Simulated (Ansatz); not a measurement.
**Ru (hcp type): how the settings move a single-point run**

Question: which choices in the input matter for Ru (hcp type)?

Program: Ansatz 0.2.0. Level of theory: reference: DFT, LDA, PAW with Ansatz's default frozen-core files, scalar-relativistic. These are calculated values, not measurements.

### 1 The starting structure

It takes space group P6_3/mmc (No. 194, hexagonal). Conventional cell: a = 2.178 Å, b = 2.178 Å, c = 3.504 Å, α = 90.00°, β = 90.00°, γ = 120.00°. Ru (site symmetry -6m2) is surrounded by 12 Ru at 2.16 to 2.18 Å.

Coordinates:

```
Ru
1.0
     2.17781    0.00000    0.00000
    -1.08890    1.88604    0.00000
     0.00000    0.00000    3.50438
Ru
2
Direct
  0.33333 0.66667 0.25000
  0.66667 0.33333 0.75000
```

### 2 The reference run

File input.yaml:

```yaml
crystal:
  lattice:
    - [2.1778083233, 0.0, 0.0]
    - [-1.0889041617, 1.8860373326, 0.0]
    - [0.0, 0.0, 3.5043775342]
  atoms:
    - { symbol: Ru, position: [0.3333333333, 0.6666666667, 0.25] }
    - { symbol: Ru, position: [0.6666666667, 0.3333333333, 0.75] }
kpoints:
  mp_grid: { grid: [18, 18, 10] }
scf:
  occupations: { method: fermi_dirac, width: 0.05 }
hamiltonian:
  xc: lda
  pseudopotentials: { kind: paw }
output:
  forces: true
  stress: true
  eigenvalues: true
  populations: true
  write_density: true
  write_potential: true
  elf: true
  volumetric_format: npy
```

Started as:

```bash
ansatz run input.yaml --threads 1 --pin off --max-ram 2048MiB --backend cpu --events-out ev --progress --plain --runs-dir out
```

### 3 Variant: mp_grid.grid [9, 9, 5]

input.yaml: that of step 2 with these lines changed.

```diff
@@ -9,3 +9,3 @@
 kpoints:
-  mp_grid: { grid: [18, 18, 10] }
+  mp_grid: { grid: [9, 9, 5] }
 scf:
@@ -20,5 +20 @@
   populations: true
-  write_density: true
-  write_potential: true
-  elf: true
-  volumetric_format: npy
```

Before running it: what results should come out? Wanted: for each run, ending; energy change; pressure; gap; force.

**Answer**, as computed:

| run | ending | energy change | pressure (GPa) | gap (eV) | force (eV/Å) | cycles | time |
| --- | --- | --- | --- | --- | --- | --- | --- |
| reference | converged | 0 | 831.9 | 0.00 | 0.00 | 7 | 4 s |
| 1: mp_grid.grid [9, 9, 5] | converged | +2.6 meV/atom | 833.6 | 0.00 | 0.00 | 8 | 0.86 s |

Times don't compare one to one where runs were asked for different outputs or read a saved state (see the inputs); cycles may leave out searches for a lower state.

Residual by cycle in the longest SCF loop of each run; runs are numbered as in the table. The quantity is the density residual dr2, in eV.

```csv
cycle,reference,run 1
1,37.1,37.1
2,5.89,5.71
3,0.135,0.134
4,0.0025,0.00275
5,9.9e-5,1.2e-4
6,7.5e-7,1.1e-6
7,2.5e-8,1.9e-8
8,-,1.3e-10
```

**Reading.** Changing the k-point mesh moves the energy by +2.6 meV/atom, and the pressure goes from 831.9 to 833.6 GPa. Sampling errors of the energy have no fixed sign. The structure is not at rest: the sound run finds 832 GPa, so these are no properties of the relaxed crystal. 
